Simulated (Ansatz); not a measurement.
**CH7ClOSSi2: a ladder of functionals and wavefunction methods**

Aim: compute CH7ClOSSi2 with functionals from several rungs and with coupled cluster. The yardstick is the atomisation energy at the CCSD(T) limit.

Computed with Ansatz 0.2.0, Gaussian basis. Level: functionals in def2-TZVPP, the program's frozen cores in correlated methods.

The runs, in order: PBE-D4, r2SCAN-D4, PBE0-D4, B3LYP-D4, ωB97X-V, ωB97M-V, B2PLYP; CCSD(T)/def2-TZVPP; MP2/def2-QZVPP; extrapolation to the limit.

## Step 1: Structure used throughout

An earlier PBE0-D4 in a triple-zeta def2 set relaxation fixed the geometry.

SMILES `CO[SiH2]S[SiH2]Cl`, 13 atoms, charge 0, spin multiplicity 1.

Atoms are counted from 1 here; the program's logs count them from 0.

Bond lengths: C1–O2 1.411 Å, C1–H7 1.095 Å, C1–H8 1.092 Å, C1–H9 1.093 Å, O2–Si3 1.630 Å, Si3–S4 2.148 Å, Si3–H10 1.484 Å, Si3–H11 1.479 Å, S4–Si5 2.115 Å, Si5–Cl6 2.060 Å, Si5–H12 1.478 Å, Si5–H13 1.478 Å. Angles: O2–C1–H7 111.9°, O2–C1–H8 108.8°, O2–C1–H9 109.8°, H7–C1–H8 108.9°, H7–C1–H9 108.5°, H8–C1–H9 108.9°, C1–O2–Si3 126.8°, O2–Si3–S4 112.6°, O2–Si3–H10 109.1°, O2–Si3–H11 109.7°, S4–Si3–H10 109.9°, S4–Si3–H11 103.5°, H10–Si3–H11 111.9°, Si3–S4–Si5 99.6°, S4–Si5–Cl6 112.2°, S4–Si5–H12 112.0°, S4–Si5–H13 106.8°, Cl6–Si5–H12 106.1° and more.

## Step 2: PBE-D4 (GGA)

Input file in.yaml:

```yaml
crystal:
  periodic: [false, false, false]
  atoms:
    - {symbol: C, position_ang: [-1.616768, 0.669681, -0.747394]}
    - {symbol: O, position_ang: [-0.443599, 0.164337, -1.347808]}
    - {symbol: Si, position_ang: [1.090267, 0.610565, -1.022680]}
    - {symbol: S, position_ang: [2.178633, -0.895283, 0.054596]}
    - {symbol: Si, position_ang: [0.722424, -1.416620, 1.496770]}
    - {symbol: Cl, position_ang: [0.066511, 0.216800, 2.566713]}
    - {symbol: H, position_ang: [-1.410530, 1.542126, -0.119156]}
    - {symbol: H, position_ang: [-2.317968, 0.957632, -1.533383]}
    - {symbol: H, position_ang: [-2.078090, -0.103411, -0.127980]}
    - {symbol: H, position_ang: [1.072965, 1.875471, -0.246436]}
    - {symbol: H, position_ang: [1.847787, 0.748092, -2.285855]}
    - {symbol: H, position_ang: [-0.480957, -2.011381, 0.877334]}
    - {symbol: H, position_ang: [1.369334, -2.358040, 2.435268]}
basis:
  gaussian: {orbitals: def2-TZVPP}
hamiltonian: {xc: pbe, dispersion: d4}
output: {forces: true, orbitals: {seedname: orbitals}}
```

Command:

```console
$ ansatz run in.yaml --threads 2 --pin off --events-out ev --progress --plain --max-ram 22528MiB --backend cuda --devices 0, --max-vram 18GiB
```

After this run come: r2SCAN-D4 (meta-GGA); PBE0-D4 (hybrid); B3LYP-D4 (hybrid); ωB97X-V (range-separated); ωB97M-V (range-separated); B2PLYP (double hybrid); CCSD(T) in def2-TZVPP; MP2 in def2-QZVPP.

Before running them: what should the planned runs give, taken together? Wanted: atomisation energy, CCSD(T)/CBS; farthest; mean size of error, hybrid; mean size of error, range-separated; gap, smallest and largest; T1 diagnostic; triples share of the correlation energy.

The runs gave:

| quantity | value |
| --- | --- |
| atomisation energy, CCSD(T)/CBS | 4491.0 kJ/mol |
| functionals within 22.5 kJ/mol (0.5 %) | PBE-D4, r2SCAN-D4, ωB97X-V, ωB97M-V |
| farthest | B2PLYP (-86.4 kJ/mol) |
| mean size of error, hybrid | 33.2 kJ/mol |
| mean size of error, range-separated | 15.6 kJ/mol |
| gap, smallest and largest | 5.32 eV (PBE-D4), 11.80 eV (ωB97X-V) |
| T1 diagnostic | 0.0111 |
| triples share of the correlation energy | 4.0 % |

**Reading.** PBE-D4 is off by +14.3 kJ/mol. Double hybrids carry the basis error of their MP2 part in triple zeta, and no dispersion term here, so their miss is partly the set-up's. Misses under about 22.5 kJ/mol are within the doubt on the reference itself, which lacks core-valence correlation, relativity and higher excitations. Hartree-Fock recovers 74 % of the binding; the rest is correlation. The gap grows from 5.3 to 11.8 eV across the functionals, mostly with the share of exact exchange.
